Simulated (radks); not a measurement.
**Spin polarisation of the 4s shell in Zn⁺**

Aim: the energy gained and the exchange splitting as electrons of the 4s shell of Zn⁺ are turned from spin down to spin up.

The numbers are computed with radks (a radial shooting solver on a logarithmic mesh, Libxc functionals) version 1 (scalar-relativistic Kohn-Sham, LDA (Slater exchange, Perdew-Wang correlation), spin-polarised, spherical densities, point nucleus), except any that are marked as measured or tabulated.

**1. The atom as given**

* element: zinc (Z = 30)
* charge: +1
* electrons: 29
* configuration: [Ar] 3d10 4s(up 0.5, down 0.5)

A shell typed twice in an input gives spin up, then spin down.

**2. No moment**

Input:

```text
Z 30
configuration [Ar] 3d10 4s0.5 4s0.5
relativity scalar-relativistic
functional lda,pw
spin polarised
nucleus point
c 137.035999084
```

**3. moment 0.25 in 4s**

Input:

```text
Z 30
configuration [Ar] 3d10 4s0.625 4s0.375
relativity scalar-relativistic
functional lda,pw
spin polarised
nucleus point
c 137.035999084
```

**4. moment 0.5 in 4s**

Input:

```text
Z 30
configuration [Ar] 3d10 4s0.75 4s0.25
relativity scalar-relativistic
functional lda,pw
spin polarised
nucleus point
c 137.035999084
```

**5. moment 0.75 in 4s**

Input:

```text
Z 30
configuration [Ar] 3d10 4s0.875 4s0.125
relativity scalar-relativistic
functional lda,pw
spin polarised
nucleus point
c 137.035999084
```

**6. moment 1 in 4s**

Input:

```text
Z 30
configuration [Ar] 3d10 4s1 4s0
relativity scalar-relativistic
functional lda,pw
spin polarised
nucleus point
c 137.035999084
```

What does the calculation give? Wanted: for each run, moment; E − E(0); ε(4s up); ε(4s down); splitting.

**Answer**, as computed:

```
moment (μB)  E − E(0) (eV)  ε(4s up) (eV)  ε(4s down) (eV)  splitting (eV)
          0          0.000        -14.342          -14.342           0.000
       0.25         -0.016        -14.466          -14.205           0.261
        0.5         -0.066        -14.582          -14.054           0.527
       0.75         -0.148        -14.687          -13.887           0.800
          1         -0.266        -14.783          -13.702           1.082
```

In words: At a moment of 1 μB the energy has fallen by 0.27 eV and the 4s levels split by 1.08 eV, 1.082 eV per μB. The Stoner form E = −I m²/4 would give I = 1.064 eV. The energy falls at every step.
